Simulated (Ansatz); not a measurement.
# ScAs2: the cost of one run

Program: Ansatz 0.2.0. Level of theory: DFT PBE, scalar-relativistic, plane waves, PAW. These are calculated values, not measurements.

## Step 1: The system as given

The structure is hexagonal, space group P6mm (No. 183). The conventional cell has a = 4.101 Å, b = 4.101 Å, c = 4.932 Å, α = 90.00°, β = 90.00°, γ = 120.00°. Sc (site symmetry 6mm) is surrounded by 6 As at 2.86 Å. As (site symmetry 3m) has 3 As at 2.37 Å and 3 Sc at 2.86 Å as nearest neighbours.

Structure file:

```cif
data_structure
_symmetry_space_group_name_H-M 'P 1'
_symmetry_Int_Tables_number 1
_cell_length_a 4.1012
_cell_length_b 4.1012
_cell_length_c 4.9320
_cell_angle_alpha 90.000
_cell_angle_beta 90.000
_cell_angle_gamma 120.000
_cell_volume 71.84
loop_
_atom_site_label
_atom_site_type_symbol
_atom_site_fract_x
_atom_site_fract_y
_atom_site_fract_z
_atom_site_occupancy
Sc1 Sc 0.00000 0.00000 0.08412 1
As1 As 0.33333 0.66667 0.40954 1
As2 As 0.66667 0.33333 0.40954 1
```

The cell is invented: random cell by space group and Wyckoff sites (P6mm, No. 183). Lengths come from tabulated atomic sizes and are only a guess.

## Step 2: A first look at the guess

The input, input.yaml:

```yaml
crystal:
  lattice:
    - [4.10118253, 0.0, 0.0]
    - [-2.05059127, 3.55172826, 0.0]
    - [0.0, 0.0, 4.93203006]
  atoms:
    - { symbol: Sc, position: [0.0, 0.0, 0.08412103] }
    - { symbol: As, position: [0.33333333, 0.66666667, 0.40953574] }
    - { symbol: As, position: [0.66666667, 0.33333333, 0.40953574] }
basis:
  ecutwfc: 420
kpoints:
  mp_grid: { grid: [6, 6, 4] }
hamiltonian:
  xc: pbe
scf:
  occupations: { method: gaussian, width: 0.1 }
  lower_state_search: "off"
output:
  forces: true
  stress: true
  eigenvalues: true
```

Started as:

```
> ansatz run input.yaml --threads 1 --pin off --max-ram 2560MiB --backend cpu --events-out ev --progress --plain --runs-dir out
```

Q: Estimate wall time and peak memory on 1 thread of AMD EPYC 7R32 (Zen 2), shared host.

About 3 s, with a peak of 0.42 GiB.
